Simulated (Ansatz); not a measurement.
# Bi: stress in a strained cell

Bi is deformed so: equal xy, yz and zx engineering shear strains of -1 %. What stress and forces result, by LAPW, PAW and all-electron datasets made for the crystal?

Computed with Ansatz 0.2.0 (DFT PBEsol, scalar-relativistic, unless a step's input says otherwise).

## (1) The starting structure

The structure is hexagonal, space group P6_3/mmc (No. 194). The conventional cell has a = 4.539 Å, b = 4.539 Å, c = 11.829 Å, α = 90.00°, β = 90.00°, γ = 120.00°.

Coordinates:

```cif
data_structure
_symmetry_space_group_name_H-M 'P 1'
_symmetry_Int_Tables_number 1
_cell_length_a 4.5390
_cell_length_b 4.5390
_cell_length_c 11.8290
_cell_angle_alpha 90.000
_cell_angle_beta 90.000
_cell_angle_gamma 120.000
_cell_volume 211.06
loop_
_atom_site_label
_atom_site_type_symbol
_atom_site_fract_x
_atom_site_fract_y
_atom_site_fract_z
_atom_site_occupancy
Bi1 Bi 0.33333 0.66667 0.25000 1
Bi2 Bi 0.66667 0.33333 0.75000 1
```

Atoms are numbered in the order of the input: Bi1, Bi2.

## (2) The deformed structure

Space group P6_3/mmc before, P-1 after.

## (3) All-electron LAPW

input.yaml

```yaml
crystal:
  lattice:
    - [4.5390002997, -0.0226950015, -0.0226950015]
    - [-2.2891545977, 3.9422370682, -0.0083069471]
    - [-0.059145, -0.059145, 11.829]
  atoms:
    - { symbol: Bi, position: [0.3333333333, 0.6666666667, 0.25] }
    - { symbol: Bi, position: [0.6666666667, 0.3333333333, 0.75] }
kpoints:
  mp_grid: { grid: [9, 9, 3] }
  band_path:
    path:
      - [0.0, 0.0, 0.0]
      - [0.0, 0.0, 0.5]
      - [-0.5, 0.5, 0.0]
      - [0.0, 0.0, 0.0]
      - [0.0, -0.5, 0.0]
      - [-0.5, 0.0, 0.5]
      - [0.0, 0.0, 0.0]
      - [-0.5, 0.0, 0.0]
      - [0.0, -0.5, 0.5]
    npoints: 5
scf:
  occupations: { method: fermi_dirac, width: 0.03 }
hamiltonian:
  xc: pbesol
  pseudopotentials: { kind: all_electron, lapw: { basis_error: 0.0005 } }
output:
  forces: true
  stress: true
  eigenvalues: true
```

Run with:

```console
$ ansatz run input.yaml --threads 1 --pin off --max-ram 3072MiB --backend cpu --events-out ev --progress --plain --runs-dir out
```

## (4) PAW on the default files

input.yaml

```yaml
crystal:
  lattice:
    - [4.5390002997, -0.0226950015, -0.0226950015]
    - [-2.2891545977, 3.9422370682, -0.0083069471]
    - [-0.059145, -0.059145, 11.829]
  atoms:
    - { symbol: Bi, position: [0.3333333333, 0.6666666667, 0.25] }
    - { symbol: Bi, position: [0.6666666667, 0.3333333333, 0.75] }
kpoints:
  mp_grid: { grid: [9, 9, 3] }
scf:
  occupations: { method: fermi_dirac, width: 0.03 }
hamiltonian:
  xc: pbesol
  pseudopotentials: { kind: paw }
output:
  forces: true
  stress: true
  eigenvalues: true
  efg: { contact_densities: true }
  write_density: true
  write_potential: true
  elf: true
  volumetric_format: npy
```

## (5) Datasets made for this crystal

input.yaml, as its differences from that of step 4:

```diff
@@ -14,3 +14,3 @@
   xc: pbesol
-  pseudopotentials: { kind: paw }
+  pseudopotentials: { kind: all_electron, datasets: crystal }
 output:
@@ -20,5 +20 @@
   efg: { contact_densities: true }
-  write_density: true
-  write_potential: true
-  elf: true
-  volumetric_format: npy
```

(Steps that only read results are left out.)

**Question.** What will these runs give? Wanted: pressure; largest shear or deviatoric stress.

As calculated:

```
                                 quantity                                              value
                                 pressure  LAPW -3.54, PAW -3.54, crystal datasets -3.54 GPa
largest shear or deviatoric stress (LAPW)                                           3.16 GPa
```

The largest part of the stress beyond the pressure is 3.16 GPa in size, in the zz component; the atoms are carried along and not relaxed. No run of the undeformed cell stands beside it, so the pressure holds what the given cell had before the change. PAW: stress within 0.01 GPa of LAPW. Crystal datasets: stress within 0.01 GPa of LAPW. Spin-orbit coupling is left out, though the cell holds Bi; in elements this heavy it can shift bands and gaps by tenths of an eV.
